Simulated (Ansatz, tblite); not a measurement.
**C₂H₆O₂Si: isomers side by side**

Aim: relax some chosen isomers of C₂H₆O₂Si, and see how the levels of theory order them.

Program: Ansatz 0.2.0, Gaussian basis. Level of theory: relaxed with PBE0-D4/def2-SVP, singlet. These are calculated values, not measurements.

2 further runs of the same task are left out: 2 set aside as unsound or not needed.

## 1. The system as given

11 atoms, charge 0, spin multiplicity 1.

Atoms are counted from 1 here; the program's logs count them from 0.

Bond lengths: C1–C2 1.504 Å, C1–O3 1.327 Å, C1–O4 1.201 Å, C2–H6 1.086 Å, C2–H7 1.088 Å, C2–H8 1.088 Å, O3–Si5 1.664 Å, Si5–H9 1.458 Å, Si5–H10 1.458 Å, Si5–H11 1.456 Å. Angles: C2–C1–O3 112.7°, C2–C1–O4 125.1°, O3–C1–O4 122.2°, C1–C2–H6 110.0°, C1–C2–H7 109.1°, C1–C2–H8 109.3°, H6–C2–H7 110.1°, H6–C2–H8 110.3°, H7–C2–H8 108.0°, C1–O3–Si5 122.4°, O3–Si5–H9 109.1°, O3–Si5–H10 109.1°, O3–Si5–H11 97.5°, H9–Si5–H10 112.1°, H9–Si5–H11 114.0°, H10–Si5–H11 114.0°.

The isomers as started, chosen beforehand: A: Si(OAc)H3; B: Si(OMe)2. The structure above is A.

## 2. Relaxing candidate A

in.yaml reads:

```yaml
crystal:
  periodic: [false, false, false]
  atoms:
    - {symbol: C, position_ang: [0.266560, 0.493750, 0.409940]}
    - {symbol: C, position_ang: [0.175270, 0.357670, 1.904650]}
    - {symbol: O, position_ang: [-0.294140, -0.523890, -0.231490]}
    - {symbol: O, position_ang: [0.784840, 1.409150, -0.169970]}
    - {symbol: Si, position_ang: [-0.324700, -0.624460, -1.892440]}
    - {symbol: H, position_ang: [0.614920, 1.226370, 2.384880]}
    - {symbol: H, position_ang: [0.699880, -0.544400, 2.212460]}
    - {symbol: H, position_ang: [-0.868340, 0.255390, 2.193510]}
    - {symbol: H, position_ang: [1.043980, -0.665040, -2.392300]}
    - {symbol: H, position_ang: [-1.068870, 0.509950, -2.425380]}
    - {symbol: H, position_ang: [-1.029410, -1.894480, -1.993850]}
basis:
  gaussian: {orbitals: def2-SVP}
hamiltonian: {xc: pbe0, dispersion: d4}
scf: {omitted_lower_state_checks: [starts]}
output: {orbitals: {seedname: orbitals}}
relax: {f_tol: 0.02, max_steps: 100}
```

Run with:

```
$ ansatz run in.yaml --threads 2 --pin off --events-out ev --progress --plain --max-ram 4352MiB
```

What it wrote, cut to the lines that bear on the results:

```text
Functional definition: PBE0
  name "PBE0"
  cite "Adamo & Barone, J. Chem. Phys. 110, 6158 (1999) doi:10.1063/1.478522"
  cite "Perdew, Burke & Ernzerhof, Phys. Rev. Lett. 77, 3865 (1996) doi:10.1103/PhysRevLett.77.3865"
  parent pbe
[...]
1109 factors; integrals over basis functions are off by at most 5.4e-4 eV
[...]
mean field -14127.14639014 eV, -519.1630541140 hartree, gradient 1.9e-5 eV, S^2 0.000000; 0 other end points of the search recorded, 0 dependent functions left out
[...]
reference -14127.14641797 eV, -519.1630551367 hartree; 24, 24 occupied and 80, 80 virtual orbitals, 1109 factors
relax step   1: F+E_penalty+E_count = -14127.32148763 eV  Δ(F+E_penalty+E_count) = +0.000e0 eV  max|allowed force component| = 1.325e0 eV/Å  Δτ_max = 0.0000 Å  (25 SCF iters, accepted)
[...]
relax step   7: F+E_penalty+E_count = -14127.44734769 eV  Δ(F+E_penalty+E_count) = -4.565e-4 eV  max|allowed force component| = 2.699e-2 eV/Å  Δτ_max = 0.0068 Å  (24 SCF iters, accepted)
[...]
relax step   8: F+E_penalty+E_count = -14127.44736957 eV  Δ(F+E_penalty+E_count) = -2.187e-5 eV  max|allowed force component| = 1.782e-2 eV/Å  Δτ_max = 0.0057 Å  (25 SCF iters, accepted)
[...]
1109 factors; integrals over basis functions are off by at most 6.2e-4 eV
[...]
mean field -14127.27254453 eV, -519.1676902024 hartree, gradient 1.3e-5 eV, S^2 0.000000; 0 other end points of the search recorded, 0 dependent functions left out
[...]
reference -14127.27257243 eV, -519.1676912276 hartree; 24, 24 occupied and 80, 80 virtual orbitals, 1109 factors
Total energy: -14127.44739746 eV, -519.1741159290 hartree
Atom 0 at     0.240147     0.448912     0.431857 Å, force    -0.003403    -0.006115    -0.017817 eV/Å
Atom 1 at     0.190969     0.386132     1.926573 Å, force    -0.001679    -0.003340    -0.006561 eV/Å
Atom 2 at    -0.333714    -0.609584    -0.156785 Å, force     0.002563     0.004691     0.014751 eV/Å
Atom 3 at     0.733944     1.336916    -0.217708 Å, force     0.000888     0.001496     0.005740 eV/Å
Atom 4 at    -0.320206    -0.620418    -1.875635 Å, force    -0.000092     0.000910     0.000790 eV/Å
Atom 5 at     0.662729     1.277070     2.354374 Å, force     0.001879     0.003041     0.003796 eV/Å
Atom 6 at     0.705680    -0.521701     2.273709 Å, force     0.002059    -0.002258     0.000582 eV/Å
Atom 7 at    -0.854503     0.309691     2.258933 Å, force    -0.002783     0.001380     0.000021 eV/Å
Atom 8 at     1.075761    -0.650588    -2.385641 Å, force    -0.000258     0.000525    -0.000640 eV/Å
Atom 9 at    -1.083876     0.537285    -2.410643 Å, force     0.000297    -0.000247    -0.000434 eV/Å
Atom 10 at    -1.016942    -1.893705    -2.199026 Å, force     0.000530    -0.000082    -0.000227 eV/Å
Dipole moment:    -0.133395    -0.241498     0.194450 e Å
Checks for a lower state left out: starts
```

Run time: 26 s. Hardware: 2 threads of Intel Xeon Platinum 8259CL at 2.50GHz, shared host.

Along the way:

| step | energy from step 1 (eV) | largest force component (eV/Å) |
| --- | --- | --- |
| 1 | 0.0000 | 1.3252 |
| 2 | -0.1020 | 0.5703 |
| 3 | -0.1153 | 0.2647 |
| 4 | -0.1207 | 0.0987 |
| 5 | -0.1234 | 0.2283 |
| 6 | -0.1254 | 0.1083 |
| 7 | -0.1259 | 0.0270 |
| 8 | -0.1259 | 0.0178 |

Close pairs (by a distance rule), those that changed most:

```
   bond  before (Å)  after (Å)  change (Å)
 O3–Si5       1.664      1.719      +0.055
Si5–H11       1.456      1.487      +0.031
Si5–H10       1.458      1.487      +0.029
 Si5–H9       1.458      1.487      +0.029
  C1–O3       1.327      1.340      +0.013
  C2–H8       1.088      1.100      +0.012
  C2–H7       1.088      1.100      +0.012
  C2–H6       1.086      1.095      +0.010
```

## 3. Relaxing candidate B

in.yaml reads:

```yaml
crystal:
  periodic: [false, false, false]
  atoms:
    - {symbol: C, position_ang: [2.559230, -0.087790, 0.076140]}
    - {symbol: C, position_ang: [-2.559390, 0.081260, 0.065470]}
    - {symbol: O, position_ang: [1.194050, -0.040740, 0.284000]}
    - {symbol: O, position_ang: [-1.194960, 0.041380, 0.282800]}
    - {symbol: Si, position_ang: [0.001870, 0.034960, -0.830360]}
    - {symbol: H, position_ang: [2.847600, -1.018810, -0.422260]}
    - {symbol: H, position_ang: [3.056450, -0.036510, 1.045730]}
    - {symbol: H, position_ang: [2.895150, 0.750280, -0.541850]}
    - {symbol: H, position_ang: [-2.845550, 0.986190, -0.479880]}
    - {symbol: H, position_ang: [-3.063070, 0.076220, 1.033460]}
    - {symbol: H, position_ang: [-2.891360, -0.786430, -0.513250]}
basis:
  gaussian: {orbitals: def2-SVP}
hamiltonian: {xc: pbe0, dispersion: d4}
scf: {omitted_lower_state_checks: [starts]}
output: {orbitals: {seedname: orbitals}}
relax: {f_tol: 0.02, max_steps: 100}
```

The command is unchanged.

What it wrote:

```text
Functional definition: PBE0
  name "PBE0"
  cite "Adamo & Barone, J. Chem. Phys. 110, 6158 (1999) doi:10.1063/1.478522"
  cite "Perdew, Burke & Ernzerhof, Phys. Rev. Lett. 77, 3865 (1996) doi:10.1103/PhysRevLett.77.3865"
  parent pbe
  parameter a = 0.25
  parameter kappa = 0.804
  parameter beta = 0.06672455060314922
  exchange = (1 - a)*pbe_x(kappa = kappa, mu = beta*pi^2/3) + a*exact_x
  correlation = pbe_c(beta = beta)
these checks for a lower state are left out or cut short: starts
1108 factors; integrals over basis functions are off by at most 3.2e-4 eV
mean field evaluation 1: about -14118.9271 eV, gradient 6.0e1 eV
mean field evaluation 2: about -14106.1449 eV, gradient 1.0e2 eV
mean field evaluation 4: about -14126.3821 eV, gradient 3.7e0 eV
mean field evaluation 8: about -14126.4325 eV, gradient 1.5e-2 eV
mean field -14126.43250101 eV, -519.1368191722 hartree, gradient 6.1e-5 eV, S^2 0.000000; 0 other end points of the search recorded, 0 dependent functions left out
the calculation of the forces begins
reference -14126.43252975 eV, -519.1368202285 hartree; 24, 24 occupied and 80, 80 virtual orbitals, 1108 factors
relax step   1: F+E_penalty+E_count = -14126.60226886 eV  Δ(F+E_penalty+E_count) = +0.000e0 eV  max|allowed force component| = 9.280e-1 eV/Å  Δτ_max = 0.0000 Å  (23 SCF iters, accepted)
these checks for a lower state are left out or cut short: starts, cluster_reference, orbital_swaps, neighbouring_geometries, increment
1108 factors; integrals over basis functions are off by at most 3.2e-4 eV
mean field evaluation 16: about -14126.4843 eV, gradient 1.4e-2 eV
mean field -14126.50621981 eV, -519.1395282882 hartree, gradient 9.7e-6 eV, S^2 0.000000; 0 other end points of the search recorded, 0 dependent functions left out
the calculation of the forces begins
reference -14126.50624885 eV, -519.1395293554 hartree; 24, 24 occupied and 80, 80 virtual orbitals, 1108 factors
relax step   2: F+E_penalty+E_count = -14126.67427631 eV  Δ(F+E_penalty+E_count) = -7.201e-2 eV  max|allowed force component| = 5.728e-1 eV/Å  Δτ_max = 0.0648 Å  (28 SCF iters, accepted)
these checks for a lower state are left out or cut short: starts, cluster_reference, orbital_swaps, neighbouring_geometries, increment
1108 factors; integrals over basis functions are off by at most 3.3e-4 eV
mean field -14126.51699933 eV, -519.1399244283 hartree, gradient 2.4e-5 eV, S^2 0.000000; 0 other end points of the search recorded, 0 dependent functions left out
the calculation of the forces begins
reference -14126.51702822 eV, -519.1399254898 hartree; 24, 24 occupied and 80, 80 virtual orbitals, 1108 factors
relax step   3: F+E_penalty+E_count = -14126.68498523 eV  Δ(F+E_penalty+E_count) = -1.071e-2 eV  max|allowed force component| = 1.068e-1 eV/Å  Δτ_max = 0.0720 Å  (29 SCF iters, accepted)
these checks for a lower state are left out or cut short: starts, cluster_reference, orbital_swaps, neighbouring_geometries, increment
1108 factors; integrals over basis functions are off by at most 3.2e-4 eV
mean field evaluation 32: about -14126.5266 eV, gradient 4.2e-4 eV
mean field -14126.52659572 eV, -519.1402770889 hartree, gradient 2.6e-5 eV, S^2 0.000000; 0 other end points of the search recorded, 0 dependent functions left out
the calculation of the forces begins
reference -14126.52662455 eV, -519.1402781487 hartree; 24, 24 occupied and 80, 80 virtual orbitals, 1108 factors
relax step   4: F+E_penalty+E_count = -14126.69387005 eV  Δ(F+E_penalty+E_count) = -8.885e-3 eV  max|allowed force component| = 5.109e-1 eV/Å  Δτ_max = 0.0912 Å  (29 SCF iters, accepted)
these checks for a lower state are left out or cut short: starts, cluster_reference, orbital_swaps, neighbouring_geometries, increment
1108 factors; integrals over basis functions are off by at most 3.2e-4 eV
mean field -14126.56076139 eV, -519.1415326543 hartree, gradient 1.1e-5 eV, S^2 0.000000; 0 other end points of the search recorded, 0 dependent functions left out
the calculation of the forces begins
reference -14126.56078987 eV, -519.1415337011 hartree; 24, 24 occupied and 80, 80 virtual orbitals, 1108 factors
relax step   5: F+E_penalty+E_count = -14126.72801557 eV  Δ(F+E_penalty+E_count) = -3.415e-2 eV  max|allowed force component| = 2.441e-1 eV/Å  Δτ_max = 0.2000 Å  (33 SCF iters, accepted)
these checks for a lower state are left out or cut short: starts, cluster_reference, orbital_swaps, neighbouring_geometries, increment
1108 factors; integrals over basis functions are off by at most 3.1e-4 eV
mean field -14126.59055653 eV, -519.1426276056 hartree, gradient 9.5e-6 eV, S^2 0.000000; 0 other end points of the search recorded, 0 dependent functions left out
the calculation of the forces begins
reference -14126.59058507 eV, -519.1426286545 hartree; 24, 24 occupied and 80, 80 virtual orbitals, 1108 factors
relax step   6: F+E_penalty+E_count = -14126.75823212 eV  Δ(F+E_penalty+E_count) = -3.022e-2 eV  max|allowed force component| = 9.770e-2 eV/Å  Δτ_max = 0.2000 Å  (33 SCF iters, accepted)
these checks for a lower state are left out or cut short: starts, cluster_reference, orbital_swaps, neighbouring_geometries, increment
1108 factors; integrals over basis functions are off by at most 2.8e-4 eV
mean field -14126.59631599 eV, -519.1428392619 hartree, gradient 1.4e-5 eV, S^2 0.000000; 0 other end points of the search recorded, 0 dependent functions left out
the calculation of the forces begins
reference -14126.59634472 eV, -519.1428403174 hartree; 24, 24 occupied and 80, 80 virtual orbitals, 1108 factors
relax step   7: F+E_penalty+E_count = -14126.76395563 eV  Δ(F+E_penalty+E_count) = -5.724e-3 eV  max|allowed force component| = 1.158e-2 eV/Å  Δτ_max = 0.0890 Å  (29 SCF iters, accepted)
these checks for a lower state are left out or cut short: starts, cluster_reference, orbital_swaps, neighbouring_geometries, increment
1108 factors; integrals over basis functions are off by at most 2.7e-4 eV
mean field evaluation 64: about -14126.5966 eV, gradient 1.3e-5 eV
mean field -14126.59662247 eV, -519.1428505248 hartree, gradient 1.3e-5 eV, S^2 0.000000; 0 other end points of the search recorded, 0 dependent functions left out
the calculation of the forces begins
reference -14126.59665122 eV, -519.1428515814 hartree; 24, 24 occupied and 80, 80 virtual orbitals, 1108 factors
relax step   8: F+E_penalty+E_count = -14126.76425069 eV  Δ(F+E_penalty+E_count) = -2.951e-4 eV  max|allowed force component| = 3.886e-2 eV/Å  Δτ_max = 0.0301 Å  (28 SCF iters, accepted)
these checks for a lower state are left out or cut short: starts, cluster_reference, orbital_swaps, neighbouring_geometries, increment
1108 factors; integrals over basis functions are off by at most 2.8e-4 eV
mean field -14126.59535740 eV, -519.1428040343 hartree, gradient 8.7e-6 eV, S^2 0.000000; 0 other end points of the search recorded, 0 dependent functions left out
the calculation of the forces begins
reference -14126.59538615 eV, -519.1428050908 hartree; 24, 24 occupied and 80, 80 virtual orbitals, 1108 factors
relax step   9: F+E_penalty+E_count = -14126.76300420 eV  Δ(F+E_penalty+E_count) = +1.246e-3 eV  max|allowed force component| = 1.405e-1 eV/Å  Δτ_max = 0.0158 Å  (29 SCF iters, rejected (line search))
these checks for a lower state are left out or cut short: starts, cluster_reference, orbital_swaps, neighbouring_geometries, increment
1108 factors; integrals over basis functions are off by at most 2.8e-4 eV
mean field -14126.59673998 eV, -519.1428548430 hartree, gradient 8.8e-6 eV, S^2 0.000000; 0 other end points of the search recorded, 0 dependent functions left out
the calculation of the forces begins
reference -14126.59676873 eV, -519.1428558996 hartree; 24, 24 occupied and 80, 80 virtual orbitals, 1108 factors
relax step  10: F+E_penalty+E_count = -14126.76438794 eV  Δ(F+E_penalty+E_count) = -1.373e-4 eV  max|allowed force component| = 6.313e-3 eV/Å  Δτ_max = 0.0079 Å  (30 SCF iters, accepted)
these checks for a lower state are left out or cut short: starts
1108 factors; integrals over basis functions are off by at most 2.8e-4 eV
mean field -14126.59673998 eV, -519.1428548430 hartree, gradient 8.8e-6 eV, S^2 0.000000; 0 other end points of the search recorded, 0 dependent functions left out
the calculation of the forces begins
reference -14126.59676873 eV, -519.1428558996 hartree; 24, 24 occupied and 80, 80 virtual orbitals, 1108 factors
Total energy: -14126.76441669 eV, -519.1490168485 hartree
Atom 0 at     2.609928    -0.127793     0.040861 Å, force    -0.000833    -0.000186    -0.000662 eV/Å
Atom 1 at    -2.612905     0.043062     0.024943 Å, force    -0.000527     0.000593     0.000462 eV/Å
Atom 2 at     1.240458    -0.344663     0.238441 Å, force    -0.002701     0.004276    -0.000957 eV/Å
Atom 3 at    -1.261789    -0.262835     0.230781 Å, force     0.003086     0.001954    -0.001591 eV/Å
Atom 4 at     0.019751     0.564061    -0.437714 Å, force     0.000471    -0.006313     0.002954 eV/Å
Atom 5 at     3.075222    -1.031448    -0.385303 Å, force    -0.000300     0.001097    -0.000608 eV/Å
Atom 6 at     3.100633     0.082750     1.005110 Å, force     0.000249    -0.001183    -0.000398 eV/Å
Atom 7 at     2.817788     0.718587    -0.641106 Å, force    -0.000664    -0.000192     0.001396 eV/Å
Atom 8 at    -2.760204     0.916233    -0.638809 Å, force    -0.000297    -0.001799     0.000694 eV/Å
Atom 9 at    -3.099558     0.261760     0.989424 Å, force     0.000472    -0.000048    -0.002521 eV/Å
Atom 10 at    -3.129305    -0.819704    -0.426628 Å, force     0.001045     0.001801     0.001231 eV/Å
Dipole moment:     0.004486     0.127543    -0.098242 e Å
Checks for a lower state left out: starts
```

Wall time 33 s (2 threads of Intel Xeon Platinum 8259CL at 2.50GHz, shared host).

Along the way: (the energy doesn't fall at every step)

```
step  energy from step 1 (eV)  largest force component (eV/Å)
   1                   0.0000                          0.9280
   2                  -0.0720                          0.5728
   3                  -0.0827                          0.1068
   4                  -0.0916                          0.5109
   5                  -0.1257                          0.2441
   6                  -0.1560                          0.0977
   7                  -0.1617                          0.0116
   8                  -0.1620                          0.0389
   9                  -0.1607                          0.1405
  10                  -0.1621                          0.0063
```

The force was under the threshold of 0.02 eV/Å already at step 7, but the program went on to step 10.

Distances of close pairs at the start and the end, largest changes first:

| bond | before (Å) | after (Å) | change (Å) |
| --- | --- | --- | --- |
| O3–Si5 | 1.634 | 1.665 | +0.032 |
| O4–Si5 | 1.634 | 1.665 | +0.031 |
| C1–O3 | 1.382 | 1.401 | +0.019 |
| C2–O4 | 1.382 | 1.401 | +0.018 |
| C1–H8 | 1.094 | 1.107 | +0.013 |
| C2–H9 | 1.095 | 1.107 | +0.012 |
| C1–H7 | 1.091 | 1.102 | +0.011 |
| C2–H10 | 1.091 | 1.102 | +0.011 |

## 4. The relaxed candidates

```
candidate  point group                                              bonds (count, mean Å)  energy above the lowest (kJ/mol)
        A           Cs  C–O 2, 1.27; C–C 1, 1.50; O–Si 1, 1.72; H–Si 3, 1.49; C–H 3, 1.10                               0.0
        B          C2v                             O–Si 2, 1.67; C–O 2, 1.40; C–H 6, 1.10                              65.9
```

## 5. Candidate B, first pass, PBE0-D4/def2-SVP

start.molden holds the orbitals of an earlier run on this state, given as this run's starting guess.

in.yaml reads:

```yaml
crystal:
  periodic: [false, false, false]
  atoms:
    - {symbol: C, position_ang: [2.609928, -0.127793, 0.040861]}
    - {symbol: C, position_ang: [-2.612905, 0.043062, 0.024943]}
    - {symbol: O, position_ang: [1.240458, -0.344663, 0.238441]}
    - {symbol: O, position_ang: [-1.261789, -0.262835, 0.230781]}
    - {symbol: Si, position_ang: [0.019751, 0.564061, -0.437714]}
    - {symbol: H, position_ang: [3.075222, -1.031448, -0.385303]}
    - {symbol: H, position_ang: [3.100633, 0.082750, 1.005110]}
    - {symbol: H, position_ang: [2.817788, 0.718587, -0.641106]}
    - {symbol: H, position_ang: [-2.760204, 0.916233, -0.638809]}
    - {symbol: H, position_ang: [-3.099558, 0.261760, 0.989424]}
    - {symbol: H, position_ang: [-3.129305, -0.819704, -0.426628]}
basis:
  gaussian: {orbitals: def2-SVP, initial_orbitals: start.molden}
hamiltonian: {xc: pbe0, dispersion: d4}
output: {orbitals: {seedname: orbitals}}
```

Same command.

What it wrote:

```text
Functional definition: PBE0
  name "PBE0"
  cite "Adamo & Barone, J. Chem. Phys. 110, 6158 (1999) doi:10.1063/1.478522"
  cite "Perdew, Burke & Ernzerhof, Phys. Rev. Lett. 77, 3865 (1996) doi:10.1103/PhysRevLett.77.3865"
  parent pbe
  parameter a = 0.25
  parameter kappa = 0.804
  parameter beta = 0.06672455060314922
  exchange = (1 - a)*pbe_x(kappa = kappa, mu = beta*pi^2/3) + a*exact_x
  correlation = pbe_c(beta = beta)
1146 factors; their error is unknown
mean field evaluation 1: about -14126.5342 eV, gradient 1.6e-1 eV
mean field evaluation 2: about -14126.5961 eV, gradient 4.5e-4 eV
mean field evaluation 4: about -14126.5961 eV, gradient 1.1e-5 eV
mean field evaluation 8: about -14126.5033 eV, gradient 3.8e0 eV
mean field evaluation 16: about -14126.5961 eV, gradient 5.1e-5 eV
mean field -14126.59610290 eV, -519.1428314309 hartree, gradient 1.1e-5 eV, S^2 0.000000; 1 other end points of the search recorded, 0 dependent functions left out
reference -14126.59613203 eV, -519.1428325012 hartree; 24, 24 occupied and 80, 80 virtual orbitals, 1146 factors
Total energy: -14126.76377999 eV, -519.1489934501 hartree
```

It took 2.2 s on 2 threads of Intel Xeon Platinum 8259CL at 2.50GHz, shared host.

HOMO -6.73 eV, LUMO -0.94 eV.

## 6. Candidate B, GFN1-xTB

Tight binding, by tblite at 300 K electronic temperature and without a spin-polarisation term:

```python
tblite.interface.Calculator('GFN1-xTB', numbers, positions, charge=0, uhf=0).singlepoint()
```

Energy -511.4205 eV, HOMO -9.97 eV, LUMO -5.66 eV; 0.01 s.

## 7. Candidate B, GFN2-xTB

Tight binding, by tblite at 300 K electronic temperature and without a spin-polarisation term:

```python
tblite.interface.Calculator('GFN2-xTB', numbers, positions, charge=0, uhf=0).singlepoint()
```

Energy -468.9859 eV, HOMO -9.59 eV, LUMO -6.11 eV; 0.006 s.

## 8. Candidate B, PBE0-D4/def2-TZVP

in.yaml: that of step 5 with these lines changed.

```diff
@@ -15,4 +15,5 @@
 basis:
-  gaussian: {orbitals: def2-SVP, initial_orbitals: start.molden}
+  gaussian: {orbitals: def2-TZVP, initial_orbitals: start.molden}
 hamiltonian: {xc: pbe0, dispersion: d4}
+scf: {omitted_lower_state_checks: [starts]}
 output: {orbitals: {seedname: orbitals}}
```

Launched as before.

What it wrote:

```text
Functional definition: PBE0
  name "PBE0"
  cite "Adamo & Barone, J. Chem. Phys. 110, 6158 (1999) doi:10.1063/1.478522"
  cite "Perdew, Burke & Ernzerhof, Phys. Rev. Lett. 77, 3865 (1996) doi:10.1103/PhysRevLett.77.3865"
  parent pbe
  parameter a = 0.25
  parameter kappa = 0.804
  parameter beta = 0.06672455060314922
  exchange = (1 - a)*pbe_x(kappa = kappa, mu = beta*pi^2/3) + a*exact_x
  correlation = pbe_c(beta = beta)
these checks for a lower state are left out or cut short: starts
1194 factors; their error is unknown
mean field evaluation 1: about -14132.9204 eV, gradient 1.6e2 eV
mean field evaluation 2: about -14136.7402 eV, gradient 4.2e0 eV
mean field evaluation 4: about -14136.8247 eV, gradient 4.1e-1 eV
mean field evaluation 8: about -14136.8249 eV, gradient 2.2e-5 eV
mean field -14136.82493478 eV, -519.5187340690 hartree, gradient 2.2e-5 eV, S^2 0.000000; 0 other end points of the search recorded, 0 dependent functions left out
reference -14136.82496876 eV, -519.5187353177 hartree; 24, 24 occupied and 173, 173 virtual orbitals, 1194 factors
Total energy: -14136.99261672 eV, -519.5248962666 hartree
Checks for a lower state left out: starts
```

It took 3.7 s on 2 threads of Intel Xeon Platinum 8259CL at 2.50GHz, shared host.

From the report: HOMO -6.80 eV, LUMO -1.14 eV.

[end of part 1 of 2]
